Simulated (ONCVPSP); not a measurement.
# Carbon: generating and testing an ONCV potential

Aim: build the potential from the settings below, then test how well it stands in for the atom: other configurations, scattering, ghost states and the plane-wave cutoff that it needs.

The numbers are computed with ONCVPSP 4.0.1.1 (patched build) (PBE, scalar-relativistic, spin-unpolarised reference atom).

## Step 1: The design

The settings as typed:

| Item | Value |
| --- | --- |
| element | carbon (C, Z = 6) |
| type | optimised norm-conserving Vanderbilt (ONCV) |
| frozen core | [He] |
| valence charge | 4 |
| reference configuration | 2s2 2p1.75 (charge +0.25) |
| partial waves | 2s: rc 1.10 bohr, ncon 3, nbas 7, qcut 5.7 1/bohr, 2 projectors, debl 0.3 Ha; 2p: rc 3.15 bohr, ncon 4, nbas 8, qcut 5.2 1/bohr, 1 projector; d scattering state at 0.36 Ha: rc 3.00 bohr, ncon 3, nbas 7, qcut 3.5 1/bohr, 2 projectors, debl 1.6 Ha |
| local potential | polynomial inside 1.05 bohr (lpopt 5, dvloc0 2 Ha) |
| core correction | not asked for |

## Step 2: Generation

Input file C.dat:

```
# ATOM AND REFERENCE CONFIGURATION
# atsym  z   nc   nv     iexc    psfile
  C 6.00    1    2        4      upf
#
#   n    l    f
    1    0    2.00
    2    0    2.00
    2    1    1.75
#
# PSEUDOPOTENTIAL AND OPTIMIZATION
# lmax
    2
#
#   l,   rc,      ep,       ncon, nbas, qcut
    0    1.10    0.00    3    7    5.70
    1    3.15    0.00    4    8    5.20
    2    3.00    0.36    3    7    3.50
#
# LOCAL POTENTIAL
# lloc, lpopt,  rc(5),   dvloc0
    4    5    1.05    2.00
#
# VANDERBILT-KLEINMAN-BYLANDER PROJECTORs
# l, nproj, debl
    0    2    0.30
    1    1    3.60
    2    2    1.60
#
# MODEL CORE CHARGE
# icmod, fcfact, rcfact
    0    0.00    0.00
#
# LOG DERIVATIVE ANALYSIS
# epsh1, epsh2, depsh
   -2.00    5.00    0.02
#
# OUTPUT GRID
# rlmax, drl
    6.00    0.01
#
# TEST CONFIGURATIONS
# ncnf
    4
# nvcnf
#   n    l    f
    2
    2    0    2.00
    2    1    2.00
#
    2
    2    0    2.00
    2    1    1.00
#
    2
    2    0    2.00
    2    1    0.00
#
    2
    2    0    0.00
    2    1    4.00
#
```

Run with:

```console
$ oncvpsp.x < C.dat > C.out
```

**Question.** What will these runs give? Wanted: cutoffs for 1 and 0.1 mHa per electron, occupied waves; bound ghosts; GHOST(+) flags; largest test error; largest phase difference near zero energy, channels read; projector energies reset by the program.

The runs gave:

```
                                                quantity                   value
  cutoffs for 1 and 0.1 mHa per electron, occupied waves        17 Ha and 100 Ha
                                            bound ghosts              none found
                                          GHOST(+) flags      none at low energy
                            largest test error (AE − PS)  +1094 meV, for 2s2 2p0
largest phase difference near zero energy, channels read               0.312 rad
                 projector energies reset by the program     s: -0.605, 0.250 Ha
```

**Reading.** The worst unpolarised test, 2s2 2p0, is off by 1094 meV on 33.4 eV; by total energies transferability rates as poor. The potential is soft on the atom at that tolerance: the looser tolerance needs 17 Ha. The tighter tolerance needs 100 Ha, and converged work needs a cutoff nearer that. At the looser tolerance the 2s wave is the slowest; 2p needs 8 Ha. It is free of bound ghosts as far as tested. Near zero energy the largest phase difference among the channels read is 0.31 rad, in the p channel. These are tests on the free atom; a crystal test is still owed.
